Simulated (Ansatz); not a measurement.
**F3H4InOSi: a ladder of functionals and wavefunction methods**

One table from this session's results is given with a row withheld; the runs are named, their logs left out.

The runs use Ansatz 0.2.0, Gaussian basis; functionals in def2-TZVPP, the program's frozen cores in correlated methods.

Levels to be run: LDA (SPW92), PBE-D4, revPBE-D4, BLYP-D4, r2SCAN-D4, B97M-V, PBE0-D4, B3LYP-D4, r2SCANh-D4, r2SCAN0-D4, HSE06-D4, BHLYP-D4, CAM-B3LYP-D4, LC-ωPBE, ωB97X-V, ωB97M-V, B2PLYP, PBE-QIDH; CCSD(T)/def2-SVP; CCSD(T)/def2-TZVPP; MP2/def2-QZVPP; extrapolation to the limit; RPA on PBE.

**The relaxed structure**

All runs share one geometry, relaxed beforehand with PBE0-D4 in a triple-zeta def2 set. In takes the def2 core potential; no spin-orbit term is included.

SMILES `[F][In-]([F])([F])[OH+][SiH3]`, 10 atoms, charge 0, spin multiplicity 1.

Atoms are counted from 1 here; the program's logs count them from 0.

Bond lengths: F1–In2 1.933 Å, In2–F3 1.956 Å, In2–F4 1.933 Å, In2–O5 2.219 Å, O5–Si6 1.713 Å, O5–H7 0.960 Å, Si6–H8 1.472 Å, Si6–H9 1.486 Å, Si6–H10 1.473 Å. Angles: F1–In2–F3 118.9°, F1–In2–F4 118.4°, F1–In2–O5 104.2°, F3–In2–F4 119.1°, F3–In2–O5 80.9°, F4–In2–O5 103.5°, In2–O5–Si6 120.4°, In2–O5–H7 123.3°, Si6–O5–H7 116.3°, O5–Si6–H8 109.0°, O5–Si6–H9 102.6°, O5–Si6–H10 109.2°, H8–Si6–H9 110.6°, H8–Si6–H10 114.3°, H9–Si6–H10 110.5°.

Set-up of the first run:

in.yaml reads:

```yaml
crystal:
  periodic: [false, false, false]
  atoms:
    - {symbol: F, position_ang: [-1.655707, -2.662393, -0.383600]}
    - {symbol: In, position_ang: [-0.112679, -1.623419, -0.908826]}
    - {symbol: F, position_ang: [1.338624, -1.367706, 0.377689]}
    - {symbol: F, position_ang: [0.256398, -1.415874, -2.795182]}
    - {symbol: O, position_ang: [-0.593003, 0.439277, -0.245026]}
    - {symbol: Si, position_ang: [0.384980, 1.223984, 0.922742]}
    - {symbol: H, position_ang: [-1.322543, 0.951486, -0.602339]}
    - {symbol: H, position_ang: [0.314859, 0.474784, 2.188336]}
    - {symbol: H, position_ang: [-0.275323, 2.547491, 1.061943]}
    - {symbol: H, position_ang: [1.747695, 1.381267, 0.387163]}
basis:
  gaussian: {orbitals: def2-TZVPP}
hamiltonian: {xc: lda}
output: {orbitals: {seedname: orbitals}}
```

Command:

```sh
> ansatz run in.yaml --threads 4 --pin off --events-out ev --progress --plain --max-ram 11315MiB
```

Among the steps run: LDA; PBE-D4 (GGA); revPBE-D4 (GGA); BLYP-D4 (GGA); r2SCAN-D4 (meta-GGA); B97M-V (meta-GGA); B3LYP-D4 (hybrid); r2SCANh-D4 (hybrid); r2SCAN0-D4 (hybrid); HSE06-D4 (hybrid); BHLYP-D4 (hybrid); CAM-B3LYP-D4 (range-separated); LC-ωPBE (range-separated); ωB97X-V (range-separated); ωB97M-V (range-separated); B2PLYP (double hybrid); PBE-QIDH (double hybrid).

One table of the session follows, with a row left open; its other results are not shown here.

It belongs to the step «Orbital energies across the functionals». 

```
  functional  HOMO (eV)  LUMO (eV)  gap (eV)
 LDA (SPW92)      -8.62      -3.56      5.06
      PBE-D4      -8.38      -3.17      5.21
   revPBE-D4      -8.27      -3.01      5.26
     BLYP-D4      -8.32      -3.16      5.16
   r2SCAN-D4      -8.82      -2.89      5.93
      B97M-V      -8.94      -3.06      5.88
     PBE0-D4     -10.11      -2.20      7.91
    B3LYP-D4      -9.89      -2.57      7.32
  r2SCANh-D4      -9.50      -2.55      6.95
  r2SCAN0-D4     -10.38      -2.04      8.34
    HSE06-D4      -9.70      -2.58      7.13
    BHLYP-D4     -11.58      -1.34     10.25
CAM-B3LYP-D4          ?          ?         ?
     LC-ωPBE     -12.94       0.16     13.10
     ωB97X-V     -12.60      -0.05     12.56
     ωB97M-V     -12.44      -0.28     12.16
```

**Question.** Estimate the row for CAM-B3LYP-D4.

**Answer.** HOMO (eV): -11.59; LUMO (eV): -1.27; gap (eV): 10.32. In the column «HOMO (eV)» it lies between ωB97M-V (-12.44) and BHLYP-D4 (-11.58).
